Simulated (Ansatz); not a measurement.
# AgP4, relaxed

The start is AgP4, a structure type of another compound, with these elements put in. Where does it settle when we relax the atoms in a fixed cell, and what is it like there?

All numbers below are computed with Ansatz 0.2.0 (DFT, PBE, no spin polarisation, plane waves, PAW).

## (1) The structure

Symmetry: C2/c, No. 15, monoclinic system. The conventional cell has a = 5.413 Å, b = 11.349 Å, c = 5.930 Å, α = 90.00°, β = 110.64°, γ = 90.00°. Ag (site symmetry 2) is surrounded by 6 P at 2.40 to 2.46 Å. P (site symmetry 1) is surrounded by 2 P at 2.29 to 2.34 Å and 2 Ag at 2.40 to 2.46 Å. Around P (site symmetry 1) lie 3 P at 2.27 to 2.34 Å and 1 Ag at 2.44 Å.

Structure file:

```cif
data_structure
_symmetry_space_group_name_H-M 'P 1'
_symmetry_Int_Tables_number 1
_cell_length_a 5.4132
_cell_length_b 6.2870
_cell_length_c 5.9298
_cell_angle_alpha 81.272
_cell_angle_beta 69.360
_cell_angle_gamma 64.500
_cell_volume 170.46
loop_
_atom_site_label
_atom_site_type_symbol
_atom_site_fract_x
_atom_site_fract_y
_atom_site_fract_z
_atom_site_occupancy
Ag1 Ag 0.06241 0.87518 0.75000 1
Ag2 Ag 0.93759 0.12482 0.25000 1
P1 P 0.36236 0.82282 0.32203 1
P2 P 0.81482 0.82282 0.17797 1
P3 P 0.63764 0.17718 0.67797 1
P4 P 0.18518 0.17718 0.82203 1
P5 P 0.49503 0.55770 0.81004 1
P6 P 0.94727 0.55770 0.68996 1
P7 P 0.50497 0.44230 0.18996 1
P8 P 0.05273 0.44230 0.31004 1
```

The first density is read from a saved solution for the starting cell.

## (2) The relaxation

Contents of input.yaml:

```yaml
crystal:
  lattice:
    - [5.413219, 0.0, 0.0]
    - [2.706609, -5.674557, 0.0]
    - [2.090218, 0.0, -5.549176]
  atoms:
    - { symbol: Ag, position: [0.06241, 0.87518, 0.75] }
    - { symbol: Ag, position: [0.93759, 0.12482, 0.25] }
    - { symbol: P, position: [0.36236, 0.82282, 0.32203] }
    - { symbol: P, position: [0.81482, 0.82282, 0.17797] }
    - { symbol: P, position: [0.63764, 0.17718, 0.67797] }
    - { symbol: P, position: [0.18518, 0.17718, 0.82203] }
    - { symbol: P, position: [0.49503, 0.5577, 0.81004] }
    - { symbol: P, position: [0.94727, 0.5577, 0.68996] }
    - { symbol: P, position: [0.50497, 0.4423, 0.18996] }
    - { symbol: P, position: [0.05273, 0.4423, 0.31004] }
  symmetry: { tolerance: 0.0003 }
kpoints:
  mp_grid: { grid: [4, 4, 3], shift: [0, 0, 0] }
magnetization:
  spin_polarized: false
scf:
  occupations: { method: fermi_dirac }
  lower_state_search: "off"
hamiltonian:
  pseudopotentials: { kind: paw }
  xc: pbe
basis:
  ecutwfc: 420
  fft_grid_basis: typed
relax:
  max_steps: 40
output:
  forces: true
  stress: true
  eigenvalues: true
  bader: true
  populations: true
  elf: true
  write_potential: true
  volumetric_format: npy
  dos:
    e_range: [-12, 8]
    de: 0.05
    projected: { site_lists: { Ag: [Ag], P: [P] } }
checkpoint:
  read: saved_state
```

On the command line:

```
$ ansatz run input.yaml --threads 2 --pin off --max-ram 2560MiB --backend cpu --events-out ev --progress --plain --runs-dir out
```

**Question.** What will these runs give? Wanted: moves; energy gained; largest move; pressure left in the fixed cell; character; Bader charges.

The runs gave:

```
                                                 quantity                        value
                                                    moves                            6
                                            energy gained               146.0 meV/atom
                                             largest move                   0.24 Å (P)
                     space group (0.01 Å), before / after                  C2/c / C2/c
                          pressure left in the fixed cell                     11.4 GPa
                                                character                        metal
density of states, mean within 0.25 eV of the Fermi level          3.6 per eV per cell
                                            Bader charges  Ag +0.22, P -0.11 to 0.00 e
```

**Reading.** In the fixed cell the largest move of an atom is 0.24 Å; the energy fell by 146.0 meV per atom. The fixed cell still holds a mean pressure of 11.4 GPa, so it would expand if let free. The run held to 4 symmetry operations, so a lower structure without them is not ruled out. It is a metal; within 0.25 eV of the Fermi level the density of states averages 3.6 per eV per cell, mostly P p (69 %) and P s (13 %). By Bader's partition Ag gives up most (+0.22 e) and P takes most (-0.06 e).

Limits of this run: the k mesh is coarse for a cell without a gap; the SCF threshold is loose for a stress.
